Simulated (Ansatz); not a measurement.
# CH4FGa: basis-set convergence

An exercise on one series of results from a longer session: the logs are not shown, and one member is left open.

The runs use Ansatz 0.2.0, Gaussian basis; one geometry, several basis sets.

Plan: PBE0-D4/def2-SVP; ωB97M-V/def2-SVP; PBE0-D4/def2-QZVPP; ωB97M-V/def2-QZVPP; the functionals' def2-TZVPP values are taken from earlier runs.

### The relaxed structure

An earlier PBE0-D4 in a triple-zeta def2 set relaxation fixed the geometry.

SMILES `[CH3][GaH][F]`, 7 atoms, charge 0, spin multiplicity 1.

Atoms are counted from 1 here; the program's logs count them from 0.

Bond lengths: C1–Ga2 1.950 Å, C1–H4 1.094 Å, C1–H5 1.091 Å, C1–H6 1.091 Å, Ga2–F3 1.767 Å, Ga2–H7 1.559 Å. Angles: Ga2–C1–H4 109.4°, Ga2–C1–H5 110.1°, Ga2–C1–H6 111.7°, H4–C1–H5 108.0°, H4–C1–H6 107.9°, H5–C1–H6 109.6°, C1–Ga2–F3 114.1°, C1–Ga2–H7 133.5°, F3–Ga2–H7 112.5°.

Set-up of the first run:

in.yaml

```yaml
crystal:
  periodic: [false, false, false]
  atoms:
    - {symbol: C, position_ang: [-0.636352, 0.652926, -0.190837]}
    - {symbol: Ga, position_ang: [0.635112, -0.796502, 0.098746]}
    - {symbol: F, position_ang: [1.908900, -0.415730, 1.262155]}
    - {symbol: H, position_ang: [-1.465159, 0.554978, 0.515738]}
    - {symbol: H, position_ang: [-0.154143, 1.614915, -0.013517]}
    - {symbol: H, position_ang: [-1.050805, 0.631105, -1.199709]}
    - {symbol: H, position_ang: [0.762448, -2.241684, -0.472576]}
basis:
  gaussian: {orbitals: def2-SVP}
hamiltonian: {xc: pbe0, dispersion: d4}
output: {orbitals: {seedname: orbitals}}
```

Steps of the session up to this table: PBE0-D4 in def2-SVP; ωB97M-V in def2-SVP; PBE0-D4 in def2-QZVPP; ωB97M-V in def2-QZVPP.

One of the session's tables, all rows but one given; the rest of the session is left out.

It belongs to the step «Density functionals: the series». 

```
functional       basis  HOMO (eV)
   PBE0-D4    def2-SVP      -8.36
   PBE0-D4  def2-TZVPP      -8.44
   PBE0-D4  def2-QZVPP      -8.46
   ωB97M-V    def2-SVP          ?
   ωB97M-V  def2-TZVPP     -10.66
   ωB97M-V  def2-QZVPP     -10.68
```

**Question.** Estimate the row for ωB97M-V, def2-SVP.

**Answer.** HOMO (eV): -10.55. In the column «HOMO (eV)» it lies between ωB97M-V, def2-TZVPP (-10.66) and PBE0-D4, def2-QZVPP (-8.46).
